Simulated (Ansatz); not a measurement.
I need a single point in a Gaussian basis of C3H2FNSe, SMILES Fc1ncc[se]1. Use the Python package of Ansatz (0.2.0). Level of theory: wB97M-V, def2-SVP basis, multiplicity 1.

```xyz
8

F     2.8387    0.0276    0.1310
C     1.4940    0.1845    0.0863
N     0.6962   -0.8886   -0.0595
C    -0.6389   -0.7321   -0.1038
C    -1.1877    0.5299    0.0006
Se    0.3375    1.8106    0.2005
H    -1.2792   -1.5964   -0.2211
H    -2.2606    0.6645   -0.0341
```

`energy.py`:
```python
"""Single point of C3H2FNSe in a Gaussian basis."""

from pathlib import Path

import ansatz as az

molecule = (
    az.Crystal.molecule()
    .atom("F", (2.8387, 0.0276, 0.131))
    .atom("C", (1.494, 0.1845, 0.0863))
    .atom("N", (0.6962, -0.8886, -0.0595))
    .atom("C", (-0.6389, -0.7321, -0.1038))
    .atom("C", (-1.1877, 0.5299, 0.0006))
    .atom("Se", (0.3375, 1.8106, 0.2005))
    .atom("H", (-1.2792, -1.5964, -0.2211))
    .atom("H", (-2.2606, 0.6645, -0.0341))
)

base = (
    molecule.calculation()
    .basis(gaussian="def2-SVP")
    .functional(az.LibraryFunctional("wB97M-V"))
    .orbitals()
)
done = base.run(threads=1, backend="cpu", runs_dir="c3h2fnse_runs")
summary = done.report

for key in ("converged", "free_energy_ev", "reference_energy_ev", "n_frozen", "n_occupied", "n_virtual"):
    print(f"{key:22s} {summary[key]}")

field = summary["mean_field"]
print("<S^2> =", round(abs(field["state"]["spin_squared"]), 4), " all-electron relativity setting:", field["relativity"])
print("passes:", field["passes"])
if "symmetry" in field:
    print("occupied orbitals by irrep:", field["symmetry"]["occupied"])

lines = Path(summary["orbitals_path"]).read_text().splitlines()
field_of = lambda key: [line.split("=")[1].strip() for line in lines if line.startswith(key)]
orbitals = [(27.211386 * float(e), s, float(n)) for e, s, n in zip(field_of("Ene="), field_of("Spin="), field_of("Occup="))]
homo = max(e for e, _, n in orbitals if n > 0.5)
lumo = min(e for e, _, n in orbitals if n < 0.5)
print(f"HOMO {homo:.3f} eV, LUMO {lumo:.3f} eV, gap {lumo - homo:.3f} eV")
```

```console
$ python energy.py
converged              True
free_energy_ev         -72678.79154852018
reference_energy_ev    -72678.79154852018
n_frozen               0
n_occupied             [35, 35]
n_virtual              [77, 77]
<S^2> = 0.0  all-electron relativity setting: none
passes: {'evaluations': 18, 'products': 15}
occupied orbitals by irrep: [{'A': 35}, {'A': 35}]
HOMO -9.323 eV, LUMO 0.672 eV, gap 9.995 eV
```

Notes:
- The settings weren't tested for convergence.
- The geometry is a force-field or estimated start, not a minimum of this method, and the basis set is short of its limit.
- Levels such as HOMO and LUMO are orbital energies: with these approximate functionals they aren't the ionisation energy and electron affinity, and their gap isn't the fundamental gap.
- Run time: 19 s on 1 thread of Arm Neoverse V1, on a shared host, peak memory 0.4 GiB.

(Lines on the test bed's own set-up are left out of the output.)
